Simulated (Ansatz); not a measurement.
What does this script print? It uses the Python package of Ansatz (0.2.0).

`srag5_terms.py`:
```python
"""Dispersion, smearing and cutoff parts of the energy of SrAg5."""

import ansatz as az

crystal = (
    az.Lattice.from_parameters(5.675, 5.675, 4.619, alpha=90.0, beta=90.0, gamma=120.0)
    .atom("Sr", [0.0, 0.0, 0.0])
    .atom("Ag", [1 / 3, 2 / 3, 0.0])
    .atom("Ag", [2 / 3, 1 / 3, 0.0])
    .atom("Ag", [0.5, 0.0, 0.5])
    .atom("Ag", [0.5, 0.5, 0.5])
    .atom("Ag", [0.0, 0.5, 0.5])
)

base = crystal.calculation().kpoints(5, 5, 5, center="gamma").occupations("fermi_dirac", width=0.1)
with_term = base.functional("pbesol", dispersion="d3bj").basis(340).cutoff_correction(490).run().report
without = base.functional("pbesol").basis(340).run().report
finer = base.functional("pbesol").basis(490).run().report
removed = az.free_energy_without(with_term, az.EnergyTerm.DISPERSION)
print(f"dispersion term            {with_term['components']['e_disp']:.5f} eV")
print(f"F less dispersion          {removed:.5f} eV, run without it {without['free_energy_ev']:.5f} eV")
print(f"F less smearing term       {az.free_energy_without(without, az.EnergyTerm.SMEARING):.5f} eV")
print(f"estimated gain to 490 eV   {with_term['cutoff_correction']['energy_ev']:.5f} eV, found {finer['free_energy_ev'] - without['free_energy_ev']:.5f} eV")
```

```console
$ python srag5_terms.py
DeckWarning: basis.ecutwfc = 340 eV is below the records' recommended 420 eV, and the density's cutoff is lower with it unless basis.ecutrho_ratio is high enough to keep the records' density cutoff: compare with a run at a higher cutoff
dispersion term            -2.74106 eV
F less dispersion          -41104.43470 eV, run without it -41104.43470 eV
F less smearing term       -41104.33560 eV
estimated gain to 490 eV   -0.05138 eV, found -0.05139 eV
```
(Warnings from the package without file and line.)

Caveats:
- Absolute energies stand on the zero of these potentials, so only differences at equal settings mean something. A total without «per atom» is that of the whole cell that was run.
- The cutoff lies under the one recommended for these potentials in some of the runs.
- Dispersion corrections can be off by several per cent in the lattices of metals, and by several GPa in the pressure at a fixed cell.
- The mesh is modest for a metal, so energies can be off by several to tens of meV an atom and pressures by half a GPa or more; differences at equal mesh fare better.
- The starting cell is as deposited in a crystallographic database; the results hold for this polymorph, which needn't be the stable one.
- Run time: 13 s on 1 thread of Arm Neoverse V2 (shared host), peak memory 0.49 GiB.
